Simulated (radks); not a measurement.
# Valence configurations of Tm³⁺

NIST gives [Xe] 4f12 as the ground configuration of Tm³⁺. Does this level of theory agree? Several fillings of the valence shells are run.

Program: radks (a radial shooting solver on a logarithmic mesh, Libxc functionals) version 1. Level of theory: scalar-relativistic Kohn-Sham, PBE, spin-polarised, spherical densities, finite nucleus; open shells are filled with parallel spins first. These are calculated values, not measurements, unless marked.

### 1 The system

| Item | Value |
| --- | --- |
| element | thulium (Z = 69) |
| charge | +3 |
| electrons | 66 |
| configuration | [Xe] 4f12 |
| nuclear rms radius | 5.2256 fm |
| others tried | 4f11 6s1; 4f10 6p2; 4f11 6p1; 4f10 6s2; 4f11.5 6p0.5; 4f11 5d1; 4f11.5 5d0.5; 4f11 6s0.5 6p0.5; 4f10 5d2 |

The outer shells:

Tm³⁺
```
[Xe] core
4f [↑↓][↑↓][↑↓][↑↓][↑↓][↑ ][↑ ]
```

### 2 [Xe] 4f12

The run's settings:

```text
Z 69
configuration [Xe] 4f12
relativity scalar-relativistic
functional pbe,pbe
spin polarised
nucleus finite rms 5.2256 fm
c 137.035999084
```

### 3 [Xe] 4f11 6s1

Changes since step 2:

```diff
@@ -1,3 +1,3 @@
 Z 69
-configuration [Xe] 4f12
+configuration [Xe] 4f11 6s1
 relativity scalar-relativistic
```

### 4 [Xe] 4f10 6p2

Changes since step 3:

```diff
@@ -1,3 +1,3 @@
 Z 69
-configuration [Xe] 4f11 6s1
+configuration [Xe] 4f10 6p2
 relativity scalar-relativistic
```

### 5 [Xe] 4f11 6p1

Changes since step 4:

```diff
@@ -1,3 +1,3 @@
 Z 69
-configuration [Xe] 4f10 6p2
+configuration [Xe] 4f11 6p1
 relativity scalar-relativistic
```

### 6 [Xe] 4f10 6s2

Changes since step 5:

```diff
@@ -1,3 +1,3 @@
 Z 69
-configuration [Xe] 4f11 6p1
+configuration [Xe] 4f10 6s2
 relativity scalar-relativistic
```

### 7 [Xe] 4f11.5 6p0.5

Changes since step 6:

```diff
@@ -1,3 +1,3 @@
 Z 69
-configuration [Xe] 4f10 6s2
+configuration [Xe] 4f11.5 6p0.5
 relativity scalar-relativistic
```

### 8 [Xe] 4f11 5d1

The run's settings:

```text
Z 69
configuration [Xe] 4f11 5d1
relativity scalar-relativistic
functional pbe,pbe
spin polarised
nucleus finite rms 5.2256 fm
c 137.035999084
```

### 9 [Xe] 4f11.5 5d0.5

Changes since step 8:

```diff
@@ -1,3 +1,3 @@
 Z 69
-configuration [Xe] 4f11 5d1
+configuration [Xe] 4f11.5 5d0.5
 relativity scalar-relativistic
```

### 10 [Xe] 4f11 6s0.5 6p0.5

The run's settings:

```text
Z 69
configuration [Xe] 4f11 6s0.5 6p0.5
relativity scalar-relativistic
functional pbe,pbe
spin polarised
nucleus finite rms 5.2256 fm
c 137.035999084
```

### 11 [Xe] 4f10 5d2

The run's settings:

```text
Z 69
configuration [Xe] 4f10 5d2
relativity scalar-relativistic
functional pbe,pbe
spin polarised
nucleus finite rms 5.2256 fm
c 137.035999084
```

Q: Predict the outcome of this session. Wanted: for each run, valence; E − E(NIST configuration); moment; highest level; its energy; 1s shift.

The runs gave:

```
         valence  E − E(NIST configuration) (eV)  moment (μB)  highest level  its energy (eV)  1s shift (eV)
            4f12                           0.000            2        4f down          -34.876          +0.00
    4f11.5 5d0.5                           5.417            3          5d up          -26.357          -3.85
    4f11.5 6p0.5                           9.353            3          6p up          -19.733          -6.07
        4f11 5d1                          11.969            4          5d up          -27.513          -7.89
        4f11 6s1                          14.372            4          6s up          -26.970         -11.15
4f11 6s0.5 6p0.5                          17.619            4          6p up          -20.817         -11.80
        4f11 6p1                          20.851            4          6p up          -21.194         -12.45
        4f10 5d2                          28.819            6          5d up          -29.748         -16.46
        4f10 6s2                          37.863            4        6s down          -28.639         -23.59
        4f10 6p2                          50.893            6          6p up          -23.773         -26.01
```

The NIST configuration is the lowest of those tried, 5.417 eV under 4f11.5 5d0.5. The energies are those of spherical high-spin densities, not of single terms. The 1s eigenvalue shifts by up to 26.01 eV as the valence charge is rearranged.
